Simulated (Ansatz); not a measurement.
Predict the output of the script below (Ansatz 0.2.0 through its Python package).

`c2h7alosi.py`:
```python
'''Relax the C2H7AlOSi molecule.'''

import ansatz
import numpy as np

geometry = (
    ansatz.Crystal.molecule()
    .atom('C', (-2.3024, 1.3493, 0.7568))
    .atom('C', (-1.2573, 0.733, 0.3952))
    .atom('O', (-0.4128, 1.288, -0.5519))
    .atom('Al', (1.2499, 0.4223, -1.0721))
    .atom('Si', (1.7256, -1.7033, -0.1739))
    .atom('H', (-3.0326, 0.9856, 1.4693))
    .atom('H', (-2.548, 2.3615, 0.3128))
    .atom('H', (-1.008, -0.212, 0.8371))
    .atom('H', (2.1471, 1.1051, -2.1016))
    .atom('H', (1.8644, -1.5715, 1.3259))
    .atom('H', (0.6413, -2.6529, -0.4455))
    .atom('H', (3.0096, -2.1603, -0.7179))
)

setup = geometry.calculation()
setup = setup.basis(gaussian='cc-pVDZ')
setup = setup.functional('pbe', dispersion='d3bj')
symbols = [site.symbol for site in geometry.cartesian_sites]
start = np.array([site.position_ang for site in geometry.cartesian_sites], dtype=float)
def progress(event):
    if event['event'] == 'relax_step':
        row = event['data']
        print(f'step {row["step"]:3d}  E = {row["lagrangian_ev"]:.6f} eV  max force {row["allowed_force_max_ev_ang"]:.4f} eV/A')


r = setup.relax(force_tolerance=0.02).session().plan().execute(on_event=progress).report
end = np.array(r['positions_ang'])

for key in ('converged', 'free_energy_ev', 'reference_energy_ev', 'n_frozen', 'n_occupied', 'n_virtual'):
    print(f'{key:22s} {r[key]}')

print('bond        before    after (A)')
for i, j in [(0, 1), (0, 5), (0, 6), (1, 2), (1, 7), (2, 3), (3, 4), (3, 8), (4, 9), (4, 10), (4, 11)]:
    d0, d1 = (np.linalg.norm(xyz[i] - xyz[j]) for xyz in (start, end))
    print(f'{symbols[i]}{i}-{symbols[j]}{j}'.ljust(10), f'{d0:8.4f} {d1:8.4f}')
```

```console
$ python c2h7alosi.py
step   1  E = -18696.162722 eV  max force 4.8418 eV/A
step   2  E = -18696.753718 eV  max force 1.2159 eV/A
step   3  E = -18696.839793 eV  max force 0.3570 eV/A
step   4  E = -18696.843938 eV  max force 0.3477 eV/A
step   5  E = -18696.852125 eV  max force 0.2669 eV/A
step   6  E = -18696.862717 eV  max force 0.2291 eV/A
step   7  E = -18696.866244 eV  max force 0.0600 eV/A
step   8  E = -18696.866447 eV  max force 0.0120 eV/A
converged              True
free_energy_ev         -18696.866495066693
reference_energy_ev    -18696.633585496387
n_frozen               0
n_occupied             [27, 27]
n_virtual              [86, 86]
bond        before    after (A)
C0-C1        1.2660   1.3454
C0-H5        1.0831   1.0976
C0-H6        1.1323   1.0993
C1-O2        1.3850   1.3630
C1-H7        1.0726   1.1095
O2-Al3       1.9454   1.7686
Al3-Si4      2.3561   2.4628
Al3-H8       1.5268   1.5976
Si4-H9       1.5120   1.5131
Si4-H10      1.4667   1.5131
Si4-H11      1.4675   1.5112
```

Reading the output:
- These settings explore the input space; basis and method may be short of convergence.
- The end point is the stationary point reached from this start; no frequency run checks that it is a minimum, and the basis set is modest.
- Total less reference energy is the dispersion correction.
- Hardware and time: 46 s on 1 thread of Arm Neoverse V2 (shared host), peak memory 0.24 GiB.

(Lines on the test bed's own set-up are left out of the output.)
